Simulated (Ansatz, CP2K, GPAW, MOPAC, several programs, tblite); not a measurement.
# CuF: cheap methods against density-functional theory

How much accuracy does each second buy? CuF is computed with 9 methods, from the cheapest up to r2SCAN.

Program: tblite, CP2K, GPAW, Ansatz (versions at each run). Level of theory: no spin polarisation, static lattice; gaps from single points on the cell relaxed beforehand with r²SCAN. These are calculated values, not measurements.

## (1) The system as given

It takes space group P6_3mc (No. 186, hexagonal). The conventional cell has a = 2.790 Å, b = 2.790 Å, c = 6.721 Å, α = 90.00°, β = 90.00°, γ = 120.00°. Cu (site symmetry 3m) has 4 F at 1.90 to 2.17 Å as nearest neighbours. F (site symmetry 3m) has 4 Cu at 1.90 to 2.17 Å as nearest neighbours.

Structure file:

```
CELL_PARAMETERS angstrom
2.78978 0.00000 0.00000
-1.39489 2.41602 0.00000
0.00000 0.00000 6.72112
ATOMIC_POSITIONS crystal
Cu 0.33333 0.66667 0.04599
Cu 0.66667 0.33333 0.54599
F 0.33333 0.66667 0.32901
F 0.66667 0.33333 0.82901
```

The structure type (wurtzite) is imposed and need not be the compound's stable one.

**Question.** The methods are GFN1-xTB (tblite), GFN2-xTB (tblite), PBE/DZVP, PBE/single-zeta, PBE/SZV, coarse PBE, GLLB-SC, PBE, r2SCAN. What gap does r2SCAN give on this cell, and which other methods (full PBE left aside) come nearest to r2SCAN and farthest in gap, volume and bulk modulus?

```
                                               quantity                                                          value
                                                 r2SCAN                         gap 0.36 eV, 11.33 Å³/atom, B₀ 108 GPa
         gap: nearest and farthest of the other methods               PBE/SZV (+0.01 eV), GFN2-xTB (tblite) (+1.14 eV)
      volume: nearest and farthest of the other methods                  GFN2-xTB (tblite) (+1.2 %), PBE/SZV (+11.3 %)
bulk modulus: nearest and farthest of the other methods  PBE/DZVP, PBE/SZV (about 16 % off); GFN1-xTB (tblite) (-22 %)
```

In words: Among the 7 methods compared for the gap (full PBE left aside), PBE/SZV is nearest to r2SCAN and GFN2-xTB (tblite) farthest. Among the 4 methods compared for the volume (full PBE left aside), GFN2-xTB (tblite) is nearest to r2SCAN and PBE/SZV farthest. For the bulk modulus (full PBE left aside), PBE/DZVP, PBE/SZV tie for nearest to r2SCAN; GFN1-xTB (tblite) is farthest. A minimal basis or a coarse cutoff and mesh shifts results by its own error, so closeness to r2SCAN can be chance. Cluster runs see only the k-points that fold onto the zone centre, so their gaps can miss the band edges. GLLB-SC is compared with its derivative discontinuity added. No volume is given for PBE/single-zeta, coarse PBE, which can hide a larger miss. CPU times run from 2.1 s (coarse PBE) to 1.7 min (PBE/DZVP). On this cell PBE/DZVP, PBE/SZV, GLLB-SC cost more than r2SCAN itself (21 s), so they are no saving here. PBE/single-zeta disagrees with r2SCAN even on whether there is a gap. r2SCAN is a yardstick, not the truth: it usually gives gaps below the measured ones.
